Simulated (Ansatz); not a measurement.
**HfC: stress in a strained cell**

Aim: deform HfC (equal xx and yy strain of -2 %) and compute stress, forces and field gradients with LAPW, PAW and all-electron datasets made for the crystal.

Computed with Ansatz 0.2.0 (DFT LDA, scalar-relativistic, unless a step's input says otherwise).

## (1) The system as given

It takes space group Fm-3m (No. 225, cubic). Conventional cell: a = 4.650 Å, b = 4.650 Å, c = 4.650 Å, α = 90.00°, β = 90.00°, γ = 90.00°. Hf (site symmetry m-3m) is surrounded by 6 C at 2.33 Å. C (site symmetry m-3m) has 6 Hf at 2.33 Å as nearest neighbours.

As a file:

```
CELL_PARAMETERS angstrom
0.00000 2.32500 2.32500
2.32500 0.00000 2.32500
2.32500 2.32500 0.00000
ATOMIC_POSITIONS crystal
Hf 0.50000 0.50000 0.50000
C 0.00000 0.00000 0.00000
```

Atoms are numbered in the order of the input: Hf1, C2.

## (2) The deformed structure

Space group Fm-3m before, I4/mmm after.

## (3) All-electron LAPW

Contents of input.yaml:

```yaml
crystal:
  lattice:
    - [0.0, 2.2785, 2.325]
    - [2.2785, 0.0, 2.325]
    - [2.2785, 2.2785, 0.0]
  atoms:
    - { symbol: Hf, position: [0.5, 0.5, 0.5] }
    - { symbol: C, position: [0.0, 0.0, 0.0] }
kpoints:
  mp_grid: { grid: [12, 12, 12] }
  band_path:
    path:
      - [0.0, 0.0, 0.0]
      - [0.0, 0.5, 0.5]
      - [0.25, 0.75, 0.5]
      - [0.0, 0.5, 0.0]
      - [0.0, 0.0, 0.0]
      - [0.5, 0.5, 0.0]
      - [0.37005, 0.62995, 0.0]
      - [-0.37005, 0.37005, 0.0]
      - [0.0, 0.0, 0.0]
    npoints: 5
scf:
  occupations: { method: fermi_dirac, width: 0.05 }
hamiltonian:
  xc: lda
  pseudopotentials: { kind: all_electron, lapw: { basis_error: 0.00025 } }
output:
  forces: true
  stress: true
  eigenvalues: true
```

Started as:

```sh
$ ansatz run input.yaml --threads 1 --pin off --max-ram 3072MiB --backend cpu --events-out ev --progress --plain --runs-dir out
```

## (4) Frozen-core PAW

Contents of input.yaml:

```yaml
crystal:
  lattice:
    - [0.0, 2.2785, 2.325]
    - [2.2785, 0.0, 2.325]
    - [2.2785, 2.2785, 0.0]
  atoms:
    - { symbol: Hf, position: [0.5, 0.5, 0.5] }
    - { symbol: C, position: [0.0, 0.0, 0.0] }
kpoints:
  mp_grid: { grid: [12, 12, 12] }
scf:
  occupations: { method: fermi_dirac, width: 0.05 }
hamiltonian:
  xc: lda
  pseudopotentials: { kind: paw }
output:
  forces: true
  stress: true
  eigenvalues: true
  efg: { contact_densities: true }
  write_density: true
  write_potential: true
  elf: true
  volumetric_format: npy
```

## (5) All-electron PAW on datasets made for the crystal

input.yaml, as its differences from that of step 4:

```diff
@@ -14,3 +14,3 @@
   xc: lda
-  pseudopotentials: { kind: paw }
+  pseudopotentials: { kind: all_electron, datasets: crystal }
 output:
@@ -20,5 +20 @@
   efg: { contact_densities: true }
-  write_density: true
-  write_potential: true
-  elf: true
-  volumetric_format: npy
```

(Steps that only read results are left out.)

Q: Predict the outcome of this session. Wanted: pressure; largest shear or deviatoric stress.

**Answer**, as computed:

| quantity | value |
| --- | --- |
| pressure | LAPW -2.19, PAW -2.28, crystal datasets -2.19 GPa |
| largest shear or deviatoric stress (LAPW) | 5.88 GPa |

**Reading.** The largest part of the stress beyond the pressure is 5.88 GPa in size, in the zz component; the atoms are carried along and not relaxed. No run of the undeformed cell stands beside it, so the pressure holds what the given cell had before the change. PAW: stress within 0.09 GPa of LAPW. Crystal datasets: stress within 0.01 GPa of LAPW. Spin-orbit coupling is left out, though the cell holds Hf; in elements this heavy it can shift bands and gaps by tenths of an eV.
